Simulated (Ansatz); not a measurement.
# HF (hydrogen fluoride): revPBE/cc-pVTZ

What is the electronic atomisation energy of HF (hydrogen fluoride) at revPBE/cc-pVTZ? 

Program for the calculation: Ansatz 0.2.0.

37 further runs of the same task are left out: 37 set aside as unsound or not needed.

## Step 1: The system as given

HF: 2 atoms, total charge 0, spin state singlet. SMILES: `F`. The coordinates come from a PBE0-D4/def2-TZVP relaxation.

Bond lengths: F1–H2 0.920 Å.

## Step 2: The energy at revPBE/cc-pVTZ

Input file input.yaml:

```yaml
crystal:
  periodic: [false, false, false]
  atoms:
    - {symbol: F, position_ang: [-0.390000, 0.144600, -0.196400]}
    - {symbol: H, position_ang: [0.390000, -0.144600, 0.196400]}
basis:
  gaussian:
    orbitals: cc-pVTZ
hamiltonian:
  xc: {name: revPBE}
accuracy: high
output: {orbitals: {seedname: orbitals}}
```

The run is started by

```sh
$ ansatz run input.yaml --threads 1 --pin off --max-ram 3480MiB --events-out events.jsonl --progress --plain --runs-dir runs
```

The program printed:

```text
Warning: RAYON_NUM_THREADS=1 ignored (pool sized by the plan → 1); use --threads N
Functional definition: revPBE
  name "revPBE"
  parameter kappa = 1.245
  parameter beta = 0.06672455060314922
  exchange = pbe_x(kappa = kappa, mu = beta*pi^2/3)
  correlation = pbe_c(beta = beta)
585 factors; integrals over basis functions are off by at most 3.6e-9 eV
mean field evaluation 1: about -2731.7709 eV, gradient 3.4e1 eV
mean field evaluation 2: about -2728.4757 eV, gradient 6.1e1 eV
mean field evaluation 4: about -2733.3165 eV, gradient 8.4e-1 eV
mean field evaluation 8: about -2733.3183 eV, gradient 2.9e-3 eV
mean field evaluation 16: about -2733.3183 eV, gradient 2.9e-8 eV
mean field -2733.31826333 eV, -100.4475934677 hartree, gradient 2.9e-8 eV, S^2 0.000000; 0 other end points of the search recorded, 0 dependent functions left out
reference -2733.31826503 eV, -100.4475935303 hartree; 5, 5 occupied and 39, 39 virtual orbitals, 585 factors
Total energy: -2733.31826503 eV, -100.4475935303 hartree
```

Run time: 0.56 s. Hardware: 1 thread of Arm Neoverse V1, shared host.

## Step 3: The F atom at the same level

Input file in.yaml:

```yaml
basis:
  gaussian: {orbitals: cc-pVTZ}
crystal:
  periodic: [false, false, false]
  atoms:
    - symbol: F
      position_ang: [0.000000, 0.000000, 0.000000]
magnetization: {spin_polarized: true, initial_magnetization: 1}
hamiltonian: {xc: {name: revPBE}}
accuracy: high
```

Run the same way, it converges to -99.72688 Eh (log not shown).

## Step 4: The H atom, same level

Input file run.yaml:

```yaml
crystal:
  periodic: [false, false, false]
  atoms:
    - {symbol: H, position_ang: [0.000000, 0.000000, 0.000000]}
basis:
  gaussian:
    orbitals: cc-pVTZ
magnetization:
  spin_polarized: true
  initial_magnetization: 1
hamiltonian:
  xc: {name: revPBE}
accuracy: high
```

Run the same way, it converges to -0.50413 Eh (log not shown).

## Step 5: Results

Level: revPBE/cc-pVTZ.

| quantity | value |
| --- | --- |
| molecule: total energy | -100.44759 Eh |
| molecule: HOMO energy | -9.04 eV |
| molecule: LUMO energy | 0.19 eV |
| molecule: HOMO–LUMO gap | 9.23 eV |
| F atom: total energy | -99.72688 Eh |
| F atom: ⟨S²⟩ | 0.751 |
| H atom: total energy | -0.50413 Eh |
| H atom: ⟨S²⟩ | 0.750 |
| electronic atomisation energy | 5.894 eV |

Taking the molecule apart into free atoms costs 5.89 eV (569 kJ/mol), before zero-point energy and without spin-orbit coupling.
